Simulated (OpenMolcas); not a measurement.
**W⁴⁺ among point charges: CASSCF and CASPT2 levels and susceptibility**

Aim: the splitting of the states of W⁴⁺ in the field of 8 point charges, its lowest levels with spin-orbit coupling and its magnetic susceptibility.

The numbers are computed with OpenMolcas 26.06 (state-averaged CASSCF and CASPT2, spin-orbit coupling by RASSI with atomic mean-field integrals), except any that are marked as measured or tabulated.

### Step 1. What is computed

```
Species                           : W⁴⁺ (tungsten, Z = 74, 70 electrons)
Basis                             : ANO-RCC-VDZP [7s6p4d2f1g], 68 functions
Scalar Hamiltonian                : DKH2, point nucleus
Inactive shells                   : 1s 2s 2p 3s 3p 3d 4s 4p 4d 4f 5s 5p
Active space                      : 2 electrons in 5 orbitals (5d)
Some configurations of this space : 5d2
Orbitals                          : optimised for each spin and parity, averaged over all roots
```

The outer shells:

5d2
```
5d [↑ ][↑ ][  ][  ][  ]
```

The ion sits among 8 point charges of -0.6 e arranged as a cube (Oh), 2.13 Å from the ion.

Each step is its own input file, run in one work folder so that later steps find the files of earlier ones. Labels, J, g values, rates, χT and fits are worked out afterwards by a script from the matrices that RASSI stores. The input lists half of the charges; inversion (Group=XYZ) makes the rest.

### Step 2. Basis and integrals

a.inp reads:

```
&GATEWAY
Coord
1

W 0.0 0.0 0.0
Basis=ANO-RCC-VDZP
Group=XYZ
NoMove
AngMom=0.0 0.0 0.0
AMFI
XField
4 Angstrom 0
1.229756 1.229756 1.229756 -0.600000
1.229756 1.229756 -1.229756 -0.600000
1.229756 -1.229756 1.229756 -0.600000
1.229756 -1.229756 -1.229756 -0.600000
&SEWARD
```

### Step 3. CASSCF: triplets of even parity, 10 roots

a.inp reads:

```
&RASSCF
FileOrb=start.orb
Symmetry=1
Spin=3
nActEl=2 0 0
Inactive=15 19
Ras2=5 0
CIRoot=10 10 1
SDav=10
CIMx=300
Iter=120 100
PrWF=0.3
OrbListing=Nothing
MaxOrb=0
>>> COPY $Project.JobIph JOB001
```

start.orb holds the contracted functions of the basis, ordered by shell, or the orbitals of the step before.

### Step 4. CASSCF: singlets of even parity, 15 roots

a.inp reads:

```
&RASSCF
FileOrb=start.orb
Symmetry=1
Spin=1
nActEl=2 0 0
Inactive=15 19
Ras2=5 0
CIRoot=15 15 1
SDav=15
CIMx=300
Iter=120 100
PrWF=0.3
OrbListing=Nothing
MaxOrb=0
>>> COPY $Project.JobIph JOB002
```

### Step 5. RASSI: spin-orbit coupling between the states

a.inp reads:

```
&RASSI
NrOfJobIphs=2 10 15
1 2 3 4 5 6 7 8 9 10
1 2 3 4 5 6 7 8 9 10 11 12 13 14 15
IphNames
JOB001
JOB002
EJob
SpinOrbit
DIPRint=1.0
SOCoupling=1000.0
Subsets=2
Property=9
'ANGMOM' 1 'ANGMOM' 2 'ANGMOM' 3 'MLTPL  1' 1 'MLTPL  1' 2 'MLTPL  1' 3
'AMFI' 1 'AMFI' 2 'AMFI' 3
SOProperty=3
'ANGMOM' 1 'ANGMOM' 2 'ANGMOM' 3
```

### Step 6. CASPT2: IPEA 0.25, imaginary shift 0.1 (closed shells correlated: 4f 5s 5p)

a.inp reads:

```
>>> COPY JOB001 $Project.JobIph
&CASPT2
Multistate=10 1 2 3 4 5 6 7 8 9 10
NoMult
Frozen=14 9
IPEA=0.25
Imaginary=0.1
MaxIter=60
WThr=0.0 0.3 0.05
PrWF=0.5
NoMix
>>> COPY JOB002 $Project.JobIph
&CASPT2
Multistate=15 1 2 3 4 5 6 7 8 9 10 11 12 13 14 15
NoMult
Frozen=14 9
IPEA=0.25
Imaginary=0.1
MaxIter=60
WThr=0.0 0.3 0.05
PrWF=0.5
NoMix
```

(Steps that only read results are left out.)

Before running it: what results should come out? Wanted: spin-free ground state; first state of the same spin within the active space; lowest level; next level.

**Answer**, as computed:

| quantity | value |
| --- | --- |
| method | SS-CASPT2, IPEA 0.25, imaginary shift 0.1 (closed shells correlated: 4f 5s 5p) |
| spin-free ground state | 3A2, 1-fold in its orbital part |
| first state of the same spin within the active space | 3T2 at 2880 cm⁻¹ |
| lowest level | 3-fold T2 |
| next level | 1376.0 cm⁻¹ |
| χT at 300 K | 0.13 cm³ K/mol |
| effective moment at 300 K | 1.02 μB |

Cost by method:

| method | time of its own steps | time with the reference |
| --- | --- | --- |
| A. CASSCF | 17 s | 17 s |
| B. SS-CASPT2, IPEA 0.25, imaginary shift 0.1, +4f 5s 5p | 11 s | 28 s |

Times are of one thread on a shared host.

**Reading.** The spin-free ground state (3A2) comes to 100 % from free-ion F terms and keeps the highest spin of the shell. χT at 300 K is 0.13, against 1.00 cm³ K/mol for the spin alone, so spin-orbit coupling lowers it. CASPT2 does not keep the components of a term degenerate, and the means are used. The field of point charges can differ much from that of real complexes. This is an electrostatic model: the charges have no orbitals.
